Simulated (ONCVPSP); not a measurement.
**Pseudopotential generation for cerium: ONCV, LDA (Perdew-Wang 92)**

Do these settings give a usable potential? It is generated, then checked for transferability, scattering, ghosts and hardness.

The numbers are computed with ONCVPSP 4.0.1 (LDA (Perdew-Wang 92), scalar-relativistic, spin-unpolarised reference atom).

**1. The atom and the settings**

Typed settings, in words:

- element: cerium (Ce, Z = 58)
- type: optimised norm-conserving Vanderbilt (ONCV)
- frozen core: [Kr] 4d10
- valence charge: 12
- reference configuration: 4f1 5s2 5p6 5d1 6s2
- partial waves: 5s+6s: rc 2.90 bohr, ncon 3, nbas 8, qcut 5.2 1/bohr, 2 projectors; 5p: rc 1.70 bohr, ncon 4, nbas 8, qcut 4.6 1/bohr, 2 projectors, debl 0.4 Ha; 5d: rc 2.85 bohr, ncon 3, nbas 6, qcut 3.9 1/bohr, 1 projector; 4f: rc 0.85 bohr, ncon 4, nbas 7, qcut 13.1 1/bohr, local
- local potential: the f channel
- core correction: Teter function fitted to the true core (icmod 2), fcfact 0.2

The outer shells as boxes (Hund's rule for the drawing; the calculation is spin-unpolarised):

```
[Kr] core
4d [↑↓][↑↓][↑↓][↑↓][↑↓]
4f [↑ ][  ][  ][  ][  ][  ][  ]
5s [↑↓]
5p [↑↓][↑↓][↑↓]
5d [↑ ][  ][  ][  ][  ]
6s [↑↓]
```

The nodes and maxima of the atom's own shells, from an earlier all-electron run, set the scale for the radii.

All-electron outer shells of the reference configuration (LDA (PZ), scalar-relativistic, ld1.x):

```tsv
shell	level (eV)	outermost node (bohr)	outermost maximum (bohr)
4d	-110.44	0.31	0.66
5s	-40.72	0.75	1.37
5p	-23.30	0.81	1.53
4f	-5.61	–	0.71
6s	-3.89	1.81	3.68
5d	-3.18	0.92	2.18
6p	-1.41	2.15	4.90
```

**2. Generating the potential**

Ce.dat reads:

```
# ATOM AND REFERENCE CONFIGURATION
# atsym  z   nc   nv     iexc    psfile
  Ce 58.00    9    5  -001012      upf
#
#   n    l    f
    1    0    2.00
    2    0    2.00
    2    1    6.00
    3    0    2.00
    3    1    6.00
    3    2   10.00
    4    0    2.00
    4    1    6.00
    4    2   10.00
    4    3    1.00
    5    0    2.00
    5    1    6.00
    5    2    1.00
    6    0    2.00
#
# PSEUDOPOTENTIAL AND OPTIMIZATION
# lmax
    3
#
#   l,   rc,      ep,       ncon, nbas, qcut
    0    2.90    0.00    3    8    5.20
    1    1.70    0.00    4    8    4.60
    2    2.85    0.00    3    6    3.90
    3    0.85    0.00    4    7   13.10
#
# LOCAL POTENTIAL
# lloc, lpopt,  rc(5),   dvloc0
    3    5    0.85    0.00
#
# VANDERBILT-KLEINMAN-BYLANDER PROJECTORs
# l, nproj, debl
    0    2    0.60
    1    2    0.40
    2    1    2.50
    3    0    1.50
#
# MODEL CORE CHARGE
# icmod, fcfact, rcfact
    2    0.20    1.10
#
# LOG DERIVATIVE ANALYSIS
# epsh1, epsh2, depsh
   -3.00    5.00    0.02
#
# OUTPUT GRID
# rlmax, drl
    6.00    0.01
#
# TEST CONFIGURATIONS
# ncnf
    4
# nvcnf
#   n    l    f
    5
    4    3    1.00
    5    0    2.00
    5    1    6.00
    5    2    1.00
    6    0    1.00
#
    5
    4    3    1.00
    5    0    2.00
    5    1    6.00
    5    2    1.00
    6    0    0.00
#
    5
    4    3    1.00
    5    0    2.00
    5    1    6.00
    5    2    0.00
    6    0    0.00
#
    6
    4    3    1.00
    5    0    2.00
    5    1    6.00
    5    2    1.00
    6    0    0.00
    6    1    2.00
#
```

The run is started by

```sh
oncvpsp.x < Ce.dat > Ce.out
```

What does the calculation give? Wanted: cutoffs for 1 and 0.1 mHa per electron, occupied waves; bound ghosts; GHOST(+) flags; largest test error; largest phase difference near zero energy, channels read; rms error of d²Exc/dn², without and with the model core; projector energies reset by the program.

The runs gave:

| quantity | value |
| --- | --- |
| cutoffs for 1 and 0.1 mHa per electron, occupied waves | 273 Ha and 356 Ha |
| bound ghosts | s at -923.11 eV, s at -75.01 eV, p at -365.47 eV, d at -176.81 eV |
| GHOST(+) flags | none at low energy |
| largest test error (AE − PS) | -9.0 meV, for 4f1 5s2 5p6 5d1 6s0 |
| largest phase difference near zero energy, channels read | 0.001 rad |
| rms error of d²Exc/dn², without and with the model core | 15.72 and 4.03 mHa |
| projector energies reset by the program | p: -0.856, 0.250 Ha |

**Reading.** It has a bound ghost (s, p, d), a state that the atom doesn't have, and that rules the file out. By total energies transferability is good: the largest error is 9.0 meV on 17.6 eV, for 4f1 5s2 5p6 5d1 6s0. Atomic tests can pass in spite of a ghost, since they solve only for the levels asked. The potential is very hard: the looser tolerance needs 273 Ha. At the looser tolerance the 4f wave is the slowest; 5p needs 32 Ha. Near zero energy the phases of the channels with partial waves agree within 0.001 rad. The pseudo curves have a pole with no partner nearby in the atom's: s at -2.78 Ha. These are tests on the free atom; a crystal test is still owed.
